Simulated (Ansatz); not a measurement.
# AlFH6O2Si (built from SMILES F.[OH][Al]([OH])[SiH3]): search for a transition state

Wanted: the transition state of a four-centre ligand exchange (form Al1–F6, Si2–H5 and break Al1–Si2, H5–F6). The guess is relaxed with those distances held, a saddle search follows, and vibrations and two downhill relaxations check it.

Program: Ansatz 0.2.0, Gaussian basis. Level of theory: PBE0-D4, def2-SVP first, then def2-TZVP. These are calculated values, not measurements.

## Step 1: The system as given

The guess: 11 atoms, charge 0, spin multiplicity 1.

Atoms are counted from 1 here; the program's logs count them from 0.

Bond lengths: Al1–Si2 2.464 Å, Al1–O3 1.647 Å, Al1–O4 1.647 Å, Al1–H5 1.687 Å, Al1–F6 1.971 Å, Si2–H7 1.473 Å, Si2–H8 1.480 Å, Si2–H9 1.478 Å, O3–H10 0.945 Å, O4–H11 0.945 Å, H5–F6 1.054 Å. Angles: Si2–Al1–O3 110.1°, Si2–Al1–O4 109.1°, Si2–Al1–H5 60.6°, Si2–Al1–F6 92.9°, O3–Al1–O4 132.2°, O3–Al1–H5 111.6°, O3–Al1–F6 102.0°, O4–Al1–H5 110.9°, O4–Al1–F6 102.2°, H5–Al1–F6 32.3°, Al1–Si2–H7 107.4°, Al1–Si2–H8 120.6°, Al1–Si2–H9 119.6°, H7–Si2–H8 102.4°, H7–Si2–H9 102.6°, H8–Si2–H9 101.7°, Al1–O3–H10 176.0°, Al1–O4–H11 175.9° and more.

Geometry (Å):

```mol
AlFH6O2Si
  3D, bonds by distance, orders not assigned

 11 11  0  0  0  0  0  0  0  0999 V2000
   -0.7914   -0.3587   -0.1046 Al  0  0
    1.4682    0.6238   -0.1330 Si  0  0
   -0.7043   -1.9862   -0.3433 O   0  0
   -1.8785    0.7765   -0.5980 O   0  0
   -0.0666    0.0940    1.3496 H   0  0
   -0.9275   -0.2395    1.8579 F   0  0
    1.8425    0.8279   -1.5434 H   0  0
    1.7170    1.9577    0.4584 H   0  0
    2.6099   -0.1541    0.3934 H   0  0
   -0.7182   -2.9231   -0.4657 H   0  0
   -2.5511    1.3818   -0.8714 H   0  0
  1  2  8  0
  1  3  8  0
  1  4  8  0
  1  5  8  0
  1  6  8  0
  2  7  8  0
  2  8  8  0
  2  9  8  0
  3 10  8  0
  4 11  8  0
  5  6  8  0
M  END
```

Distances that are to change: Al1–F6 1.97 Å, Si2–H5 2.20 Å, Al1–Si2 2.46 Å, H5–F6 1.05 Å.

## Step 2: Relaxing the guess with the reacting distances held

Contents of hold/in.yaml:

```yaml
crystal:
  periodic: [false, false, false]
  atoms:
    - {symbol: Al, position_ang: [-0.791400, -0.358700, -0.104600]}
    - {symbol: Si, position_ang: [1.468200, 0.623800, -0.133000]}
    - {symbol: O, position_ang: [-0.704300, -1.986200, -0.343300]}
    - {symbol: O, position_ang: [-1.878500, 0.776500, -0.598000]}
    - {symbol: H, position_ang: [-0.066600, 0.094000, 1.349600]}
    - {symbol: F, position_ang: [-0.927500, -0.239500, 1.857900]}
    - {symbol: H, position_ang: [1.842500, 0.827900, -1.543400]}
    - {symbol: H, position_ang: [1.717000, 1.957700, 0.458400]}
    - {symbol: H, position_ang: [2.609900, -0.154100, 0.393400]}
    - {symbol: H, position_ang: [-0.718200, -2.923100, -0.465700]}
    - {symbol: H, position_ang: [-2.551100, 1.381800, -0.871400]}
basis:
  gaussian: {orbitals: def2-SVP}
hamiltonian: {xc: pbe0, dispersion: d4}
relax: {f_tol: 0.04, max_steps: 150, escape_saddle: false, constraints: [{distance: [0, 5]}, {distance: [1, 4]}, {distance: [0, 1]}, {distance: [4, 5]}]}
```

Run with:

```
$ ansatz run in.yaml --threads 8 --pin off --events-out ev --progress --plain --max-ram 19148MiB
```

Standard output, cut to the lines that bear on the results:

```text
Functional definition: PBE0
  name "PBE0"
  cite "Adamo & Barone, J. Chem. Phys. 110, 6158 (1999) doi:10.1063/1.478522"
  cite "Perdew, Burke & Ernzerhof, Phys. Rev. Lett. 77, 3865 (1996) doi:10.1103/PhysRevLett.77.3865"
  parent pbe
[...]
1084 factors; integrals over basis functions are off by at most 4.6e-4 eV
[...]
mean field -21361.97912101 eV, -785.0382530275 hartree, gradient 4.3e-5 eV, S^2 0.000000; 0 other end points of the search recorded, 0 dependent functions left out
[...]
reference -21361.97915289 eV, -785.0382541992 hartree; 29, 29 occupied and 79, 79 virtual orbitals, 1084 factors
relax step   1: F+E_penalty+E_count = -21362.16075947 eV  Δ(F+E_penalty+E_count) = +0.000e0 eV  max|allowed force component| = 1.723e0 eV/Å  Δτ_max = 0.0000 Å  (25 SCF iters, accepted)
[...]
relax step   7: F+E_penalty+E_count = -21362.72367294 eV  Δ(F+E_penalty+E_count) = -3.893e-2 eV  max|allowed force component| = 1.228e-1 eV/Å  Δτ_max = 0.2000 Å  (27 SCF iters, accepted)
[...]
relax step   8: F+E_penalty+E_count = -21362.72747998 eV  Δ(F+E_penalty+E_count) = -3.807e-3 eV  max|allowed force component| = 1.864e-2 eV/Å  Δτ_max = 0.0989 Å  (28 SCF iters, accepted)
  distance Al 0 - F 5 held at 1.970822 Å   reaction = +8.2447e-2 eV/Å
  distance Si 1 - H 4 held at 2.198727 Å   reaction = -4.4665e-2 eV/Å
  distance Al 0 - Si 1 held at 2.464124 Å   reaction = -4.1302e-1 eV/Å
  distance H 4 - F 5 held at 1.053916 Å   reaction = +1.6652e0 eV/Å
1084 factors; integrals over basis functions are off by at most 5.7e-4 eV
mean field -21362.54734748 eV, -785.0591349652 hartree, gradient 8.1e-6 eV, S^2 0.000000; 1 other end points of the search recorded, 0 dependent functions left out
[...]
reference -21362.54737909 eV, -785.0591361269 hartree; 29, 29 occupied and 79, 79 virtual orbitals, 1084 factors
Total energy: -21362.72751159 eV, -785.0657558741 hartree
Atom 0 at    -0.704487    -0.313877    -0.046536 Å, force    -0.382680    -0.166478     0.074284 eV/Å
Atom 1 at     1.557280     0.663902    -0.030313 Å, force     0.402007     0.169871    -0.037749 eV/Å
Atom 2 at    -0.663997    -1.983861    -0.362069 Å, force    -0.009638    -0.004850    -0.013851 eV/Å
Atom 3 at    -1.866805     0.800163    -0.592711 Å, force    -0.017268    -0.006484    -0.016281 eV/Å
Atom 4 at     0.194756     0.238469     1.642092 Å, force    -1.509271    -0.626304     0.468746 eV/Å
Atom 5 at    -0.744004    -0.153573     1.917358 Å, force     1.484835     0.614390    -0.523086 eV/Å
Atom 6 at     1.713629     0.751454    -1.521873 Å, force    -0.004350     0.000194     0.008306 eV/Å
Atom 7 at     1.751958     2.050812     0.503413 Å, force     0.000544     0.000490     0.002627 eV/Å
Atom 8 at     2.679676    -0.182861     0.483791 Å, force    -0.000344    -0.001785     0.000650 eV/Å
Atom 9 at    -1.277165    -2.527012    -0.856637 Å, force     0.017520     0.008151     0.018300 eV/Å
Atom 10 at    -2.640840     0.656483    -1.136616 Å, force     0.018644     0.012804     0.018053 eV/Å
Dipole moment:    -0.314793    -0.143717    -0.125868 e Å
```

Wall time 5.5 s (8 threads of Intel Xeon 6975P-C, shared host).

Along the way:

| step | energy from step 1 (eV) | largest force component (eV/Å) |
| --- | --- | --- |
| 1 | 0.0000 | 1.7226 |
| 2 | -0.3220 | 0.5474 |
| 3 | -0.3931 | 0.4091 |
| 4 | -0.4143 | 0.0886 |
| 5 | -0.4236 | 0.8151 |
| 6 | -0.5240 | 0.4414 |
| 7 | -0.5629 | 0.1228 |
| 8 | -0.5667 | 0.0186 |

Close pairs (by a distance rule), those that changed most:

| bond | before (Å) | after (Å) | change (Å) |
| --- | --- | --- | --- |
| Al1–H5 | 1.687 | 1.991 | +0.305 |
| Al1–O3 | 1.647 | 1.700 | +0.053 |
| Al1–O4 | 1.647 | 1.700 | +0.053 |
| Si2–H7 | 1.473 | 1.502 | +0.029 |
| Si2–H9 | 1.478 | 1.497 | +0.019 |
| Si2–H8 | 1.480 | 1.499 | +0.019 |
| O3–H10 | 0.945 | 0.957 | +0.012 |
| O4–H11 | 0.945 | 0.957 | +0.012 |

## Step 3: A starting Hessian

Contents of hessian/in.yaml:

```yaml
crystal:
  periodic: [false, false, false]
  atoms:
    - {symbol: Al, position_ang: [-0.704487, -0.313877, -0.046536]}
    - {symbol: Si, position_ang: [1.557280, 0.663902, -0.030313]}
    - {symbol: O, position_ang: [-0.663997, -1.983861, -0.362069]}
    - {symbol: O, position_ang: [-1.866805, 0.800163, -0.592711]}
    - {symbol: H, position_ang: [0.194756, 0.238469, 1.642092]}
    - {symbol: F, position_ang: [-0.744004, -0.153573, 1.917358]}
    - {symbol: H, position_ang: [1.713629, 0.751454, -1.521873]}
    - {symbol: H, position_ang: [1.751958, 2.050812, 0.503413]}
    - {symbol: H, position_ang: [2.679676, -0.182861, 0.483791]}
    - {symbol: H, position_ang: [-1.277165, -2.527012, -0.856637]}
    - {symbol: H, position_ang: [-2.640840, 0.656483, -1.136616]}
basis:
  gaussian: {orbitals: def2-SVP}
hamiltonian: {xc: pbe0, dispersion: d4}
phonons: {}
scf: {lower_state_search: off}
```

Run with:

```
$ ansatz run in.yaml --threads 8 --pin off --events-out ev --progress --plain --max-ram 19148MiB
```

Standard output, cut to the lines that bear on the results:

```text
[... 5 set-up lines as earlier in the session ...]
[...]
1084 factors; integrals over basis functions are off by at most 3.1e-4 eV
[...]
mean field -21362.54734450 eV, -785.0591348559 hartree, gradient 4.0e-6 eV, S^2 0.000000; 0 other end points of the search recorded, 0 dependent functions left out
[...]
reference -21362.54737620 eV, -785.0591360208 hartree; 29, 29 occupied and 79, 79 virtual orbitals, 1084 factors
[... from here to the last solve, the lines of the solves are left out (65 solves) ...]
1084 factors; integrals over basis functions are off by at most 3.1e-4 eV
[...]
mean field -21362.54724943 eV, -785.0591313619 hartree, gradient 1.1e-6 eV, S^2 0.000000; 0 other end points of the search recorded, 0 dependent functions left out
[...]
WARN: phonons: modes at or below zero, which the zero-point energy, F, S and C_V leave out: 3, the lowest at -342.72 cm⁻¹. A minimum has none, and a first-order saddle one
[...]
Atom 4 at     0.194756     0.238469     1.642092 Å, force    -1.509253    -0.626288     0.468759 eV/Å
Atom 5 at    -0.744004    -0.153573     1.917358 Å, force     1.484792     0.614366    -0.523114 eV/Å
Atom 6 at     1.713629     0.751454    -1.521873 Å, force    -0.004369     0.000214     0.008305 eV/Å
Atom 7 at     1.751958     2.050812     0.503413 Å, force     0.000626     0.000524     0.002595 eV/Å
Atom 8 at     2.679676    -0.182861     0.483791 Å, force    -0.000351    -0.001764     0.000642 eV/Å
Atom 9 at    -1.277165    -2.527012    -0.856637 Å, force     0.017525     0.008174     0.018294 eV/Å
Atom 10 at    -2.640840     0.656483    -1.136616 Å, force     0.018634     0.012794     0.018052 eV/Å
Dipole moment:    -0.314793    -0.143716    -0.125867 e Å
Vibrations: -342.72 -68.91 -44.72 111.37 175.89 188.86 221.15 234.60 276.79 387.29 415.70 449.76 465.01 538.78 780.83 801.81 847.88 928.33 934.39 952.09 955.99 2190.72 2206.79 2212.66 2223.46 4003.60 4006.35 cm⁻¹, zero-point energy 1.643416 eV
Checks for a lower state left out: stability, starts, cluster_reference, orbital_swaps, neighbouring_geometries, increment
```

Run time: 23 s. Hardware: 8 threads of Intel Xeon 6975P-C, shared host.

The structure is not stationary yet, so these wavenumbers are no spectrum; the search needs only the force constants.

## Step 4: Saddle search in the small basis

A small driver takes partitioned rational-function steps: uphill along one mode, downhill along the rest. It calls the program once a step for energy and forces and updates the Hessian by Bofill's formula. It stops when the largest force is under 0.04 eV/Å and the followed curvature is negative. The first step's input:

Contents of presaddle/in.yaml:

```yaml
crystal:
  periodic: [false, false, false]
  atoms:
    - {symbol: Al, position_ang: [-0.704487, -0.313877, -0.046536]}
    - {symbol: Si, position_ang: [1.557280, 0.663902, -0.030313]}
    - {symbol: O, position_ang: [-0.663997, -1.983861, -0.362069]}
    - {symbol: O, position_ang: [-1.866805, 0.800163, -0.592711]}
    - {symbol: H, position_ang: [0.194756, 0.238469, 1.642092]}
    - {symbol: F, position_ang: [-0.744004, -0.153573, 1.917358]}
    - {symbol: H, position_ang: [1.713629, 0.751454, -1.521873]}
    - {symbol: H, position_ang: [1.751958, 2.050812, 0.503413]}
    - {symbol: H, position_ang: [2.679676, -0.182861, 0.483791]}
    - {symbol: H, position_ang: [-1.277165, -2.527012, -0.856637]}
    - {symbol: H, position_ang: [-2.640840, 0.656483, -1.136616]}
basis:
  gaussian: {orbitals: def2-SVP}
hamiltonian: {xc: pbe0, dispersion: d4}
output: {forces: true}
scf: {lower_state_search: off}
```

Run with:

```
$ ansatz run in.yaml --threads 8 --pin off --events-out ev --progress --plain --max-ram 19148MiB
```

Step by step:

| step | energy (eV) | largest force (eV/Å) | followed curvature (eV/Å²) |
| --- | --- | --- | --- |
| 1 | -21362.72751 | 1.5093 | -1.48 |
| 2 | -21362.72019 | 0.5846 | -1.78 |
| 3 | -21362.71466 | 0.4754 | -2.70 |
| 4 | -21362.71278 | 0.6899 | -3.39 |
| 5 | -21362.71431 | 0.4411 | -4.20 |
| 6 | -21362.71832 | 0.1860 | -4.25 |
| 7 | -21362.72114 | 0.1263 | -4.30 |
| 8 | -21362.72179 | 0.2425 | -4.30 |
| 9 | -21362.72301 | 0.0900 | -4.34 |
| 10 | -21362.72387 | 0.1146 | -4.38 |
| 11 | -21362.72496 | 0.0354 | -4.37 |

The 11 steps took 4.4 s in all (8 threads of Intel Xeon 6975P-C, shared host).

## Step 5: Saddle search in triple zeta

The search itself is an outer loop (partitioned rational-function steps, Bofill update of the Hessian). Each step is one single-point run with forces. It stops when the largest force is under 0.01 eV/Å and the followed curvature is negative. The first step's input:

Contents of saddle/in.yaml:

```yaml
crystal:
  periodic: [false, false, false]
  atoms:
    - {symbol: Al, position_ang: [-0.796364, -0.348505, 0.047162]}
    - {symbol: Si, position_ang: [1.560198, 0.676589, 0.056244]}
    - {symbol: O, position_ang: [-0.706397, -1.994915, -0.344651]}
    - {symbol: O, position_ang: [-1.882706, 0.821351, -0.522996]}
    - {symbol: H, position_ang: [0.242941, 0.191298, 1.507625]}
    - {symbol: F, position_ang: [-0.696748, -0.185779, 1.911796]}
    - {symbol: H, position_ang: [1.564569, 0.578121, -1.443529]}
    - {symbol: H, position_ang: [1.739258, 2.120841, 0.399351]}
    - {symbol: H, position_ang: [2.742765, -0.096534, 0.548138]}
    - {symbol: H, position_ang: [-1.209400, -2.522120, -0.962970]}
    - {symbol: H, position_ang: [-2.558114, 0.759755, -1.196270]}
basis:
  gaussian: {orbitals: def2-TZVP}
hamiltonian: {xc: pbe0, dispersion: d4}
output: {forces: true}
scf: {lower_state_search: off}
```

Run with:

```
$ ansatz run in.yaml --threads 8 --pin off --events-out ev --progress --plain --max-ram 19148MiB
```

Step by step:

| step | energy (eV) | largest force (eV/Å) | followed curvature (eV/Å²) |
| --- | --- | --- | --- |
| 1 | -21376.45643 | 0.2849 | -4.37 |
| 2 | -21376.46444 | 0.1936 | -4.30 |
| 3 | -21376.46282 | 0.2398 | -4.30 |
| 4 | -21376.46632 | 0.0712 | -4.31 |
| 5 | -21376.46533 | 0.1901 | -4.38 |
| 6 | -21376.46493 | 0.2520 | -4.44 |
| 7 | -21376.46547 | 0.1527 | -4.50 |
| 8 | -21376.46639 | 0.0555 | -4.52 |
| 9 | -21376.46673 | 0.0805 | -4.52 |
| 10 | -21376.46683 | 0.0467 | -4.62 |
| 11 | -21376.46690 | 0.0170 | -4.61 |
| 12 | -21376.46693 | 0.0161 | -4.62 |
| 13 | -21376.46695 | 0.0362 | -4.62 |
| 14 | -21376.46698 | 0.0447 | -4.62 |
| 15 | -21376.46701 | 0.0371 | -4.62 |
| 16 | -21376.46704 | 0.0201 | -4.63 |
| 17 | -21376.46706 | 0.0093 | -4.63 |

The 17 steps took 14 s in all (8 threads of Intel Xeon 6975P-C, shared host).

Geometry at the end of the search:

| atom | x (Å) | y (Å) | z (Å) |
| --- | --- | --- | --- |
| Al1 | -0.7958 | -0.3427 | 0.0466 |
| Si2 | 1.5752 | 0.6821 | 0.0426 |
| O3 | -0.7110 | -1.9851 | -0.3393 |
| O4 | -1.9367 | 0.7827 | -0.4886 |
| H5 | 0.2312 | 0.1956 | 1.5365 |
| F6 | -0.6930 | -0.1759 | 1.9138 |
| H7 | 1.6006 | 0.5985 | -1.4501 |
| H8 | 1.7723 | 2.1132 | 0.4001 |
| H9 | 2.7370 | -0.1024 | 0.5416 |
| H10 | -1.2459 | -2.4499 | -0.9774 |
| H11 | -2.5337 | 0.6839 | -1.2259 |

Followed mode, largest move set to 1: H5 (0.38, 0.10, -0.92); H7 (-0.35, -0.17, 0.31); Al1 (-0.29, -0.14, 0.36); Si2 (0.02, 0.03, 0.33).

## Step 6: Checking the order of the point

Contents of vib/in.yaml:

```yaml
crystal:
  periodic: [false, false, false]
  atoms:
    - {symbol: Al, position_ang: [-0.795849, -0.342667, 0.046572]}
    - {symbol: Si, position_ang: [1.575160, 0.682146, 0.042566]}
    - {symbol: O, position_ang: [-0.711020, -1.985088, -0.339285]}
    - {symbol: O, position_ang: [-1.936663, 0.782672, -0.488569]}
    - {symbol: H, position_ang: [0.231169, 0.195615, 1.536540]}
    - {symbol: F, position_ang: [-0.693043, -0.175943, 1.913813]}
    - {symbol: H, position_ang: [1.600569, 0.598493, -1.450115]}
    - {symbol: H, position_ang: [1.772313, 2.113204, 0.400105]}
    - {symbol: H, position_ang: [2.737007, -0.102370, 0.541584]}
    - {symbol: H, position_ang: [-1.245945, -2.449890, -0.977373]}
    - {symbol: H, position_ang: [-2.533700, 0.683926, -1.225938]}
basis:
  gaussian: {orbitals: def2-TZVP}
hamiltonian: {xc: pbe0, dispersion: d4}
phonons: {temperatures: {t_min: 298.15, t_max: 900, t_step: 200}}
```

Run with:

```
$ ansatz run in.yaml --threads 8 --pin off --events-out ev --progress --plain --max-ram 19148MiB
```

Standard output, cut to the lines that bear on the results:

```text
[... 5 set-up lines as earlier in the session ...]
[...]
1269 factors; their error is unknown
[...]
mean field -21376.28736223 eV, -785.5640711939 hartree, gradient 5.6e-5 eV, S^2 0.000000; 0 other end points of the search recorded, 0 dependent functions left out
[...]
reference -21376.28739937 eV, -785.5640725590 hartree; 29, 29 occupied and 174, 174 virtual orbitals, 1269 factors
[... from here to the last solve, the lines of the solves are left out (65 solves) ...]
1269 factors; their error is unknown
mean field -21376.28725235 eV, -785.5640671561 hartree, gradient 2.4e-6 eV, S^2 0.000000; 0 other end points of the search recorded, 0 dependent functions left out
[...]
WARN: phonons: modes at or below zero, which the zero-point energy, F, S and C_V leave out: 2, the lowest at -541.79 cm⁻¹. A minimum has none, and a first-order saddle one
[...]
Atom 3 at    -1.936663     0.782672    -0.488569 Å, force    -0.009120    -0.002196    -0.005379 eV/Å
Atom 4 at     0.231169     0.195615     1.536540 Å, force     0.000073     0.000345    -0.002705 eV/Å
Atom 5 at    -0.693043    -0.175943     1.913813 Å, force    -0.001513    -0.000133     0.000564 eV/Å
Atom 6 at     1.600569     0.598493    -1.450115 Å, force    -0.000460     0.000538    -0.000900 eV/Å
Atom 7 at     1.772313     2.113204     0.400105 Å, force     0.000607     0.000217     0.000766 eV/Å
Atom 8 at     2.737007    -0.102370     0.541584 Å, force     0.000260    -0.000705    -0.000308 eV/Å
Atom 9 at    -1.245945    -2.449890    -0.977373 Å, force    -0.007049    -0.004916    -0.007270 eV/Å
Atom 10 at    -2.533700     0.683926    -1.225938 Å, force     0.008158     0.001441     0.006185 eV/Å
Dipole moment:    -0.225957    -0.111684    -0.273840 e Å
Vibrations: -541.79 -72.56 74.79 106.80 164.99 189.44 193.76 229.67 305.21 347.36 422.58 423.63 530.13 587.80 720.80 756.20 798.19 923.94 928.91 939.56 943.91 2047.33 2182.02 2216.73 2224.63 3984.30 3988.61 cm⁻¹, zero-point energy 1.626131 eV
```

Wall time 48 s (8 threads of Intel Xeon 6975P-C, shared host); peak memory 0.59 GiB.

Wavenumbers and character of the modes:

| mode | wavenumber (cm⁻¹) | character |
| --- | --- | --- |
| 1 | 542i | changes Si2–H5, H5–F6 |
| 2 | 73i | torsion |
| 3 | 75 | torsion |
| 4 | 107 | bend with torsion |
| 5 | 165 | bend with torsion |
| 6 | 189 | torsion with bend |
| 7 | 194 | torsion |
| 8 | 230 | torsion with bend |
| 9 | 305 | torsion with bend |
| 10 | 347 | Al–Si stretch with torsion |
| 11 | 423 | bend with torsion |
| 12 | 424 | bend |
| 13 | 530 | bend |
| 14 | 588 | bend |
| 15 | 721 | bend |
| 16 | 756 | wag or twist with bend |
| 17 | 798 | Al–O stretch |
| 18 | 924 | Al–O stretch with wag or twist |
| 19 | 929 | bend |
| 20 | 940 | bend |
| 21 | 944 | wag or twist with Al–O stretch |
| 22 | 2047 | F–H and Al–H stretch |
| 23 | 2182 | Si–H stretch |
| 24 | 2217 | Si–H stretch |
| 25 | 2225 | Si–H stretch |
| 26 | 3984 | O–H stretch |
| 27 | 3989 | O–H stretch |

Vibrational sums (real modes only):

| T (K) | entropy (J/mol/K) | heat capacity (J/mol/K) |
| --- | --- | --- |
| 298 | 95.2 | 98.9 |
| 498 | 154.4 | 130.8 |
| 698 | 201.7 | 149.1 |
| 898 | 240.8 | 161.6 |

## Step 7: Outcome

| quantity | value |
| --- | --- |
| imaginary modes | 2 |
| lowest wavenumber | 542i cm⁻¹ |
| Al1–F6 at the point found | 1.877 Å |
| Si2–H5 at the point found | 2.068 Å |
| Al1–Si2 at the point found | 2.583 Å |
| H5–F6 at the point found | 1.065 Å |

What this shows: A transition state has exactly one imaginary mode. This point has 2, so it is a saddle of higher order and is not used.
